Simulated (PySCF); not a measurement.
# H7NP2Si: the cost of one run

Computed with PySCF 2.14.0, with density-fitted response routines of our own, on a single molecule in the gas phase. Atoms count from 0, in the outputs and in this text.

## (1) The molecule as given

11 atoms, charge 0, multiplicity 1; geometry from: GFN2-xTB. The atoms were then displaced at random by about 0.01 Å, so the start is not that level's minimum.

Bonds of the start (Å): N0–Si1 1.74, Si1–P2 2.24, Si1–P3 2.25, N0–H4 1.02, N0–H5 0.97, Si1–H6 1.47, P2–H7 1.38, P2–H8 1.40, P3–H9 1.42, P3–H10 1.38.

## (2) Relaxing the molecule at PBE0-D3(BJ)/def2-SVP

What the job is given:

```
{"job": {"xc": "PBE0", "basis": "def2-SVP", "d3": "d3bj", "grid": 1, "shake": 0.01, "kind": "geom"}, "charge": 0, "multiplicity": 1}
N     -0.395990    -1.353940     0.858430
Si    -0.076540    -0.275770    -0.464910
P      2.152650    -0.088740    -0.403840
P     -1.188190     1.656950    -0.201900
H     -1.373320    -1.532360     1.099170
H      0.167440    -2.125740     1.014140
H     -0.440720    -0.774240    -1.799180
H      2.279330     0.495070    -1.652310
H      2.192810     1.151320     0.251020
H     -2.400010     1.005600     0.145440
H     -0.879360     1.816030     1.138280
```

Launch:

```
$ OMP_NUM_THREADS=1 python probes_run.py task.json out
```

This one command runs all jobs of the session in turn.

**Question.** How long does this first job take on 1 thread of Arm Neoverse N1, shared host, and how much memory does it need?

About 60 s, with a peak of 0.43 GiB.
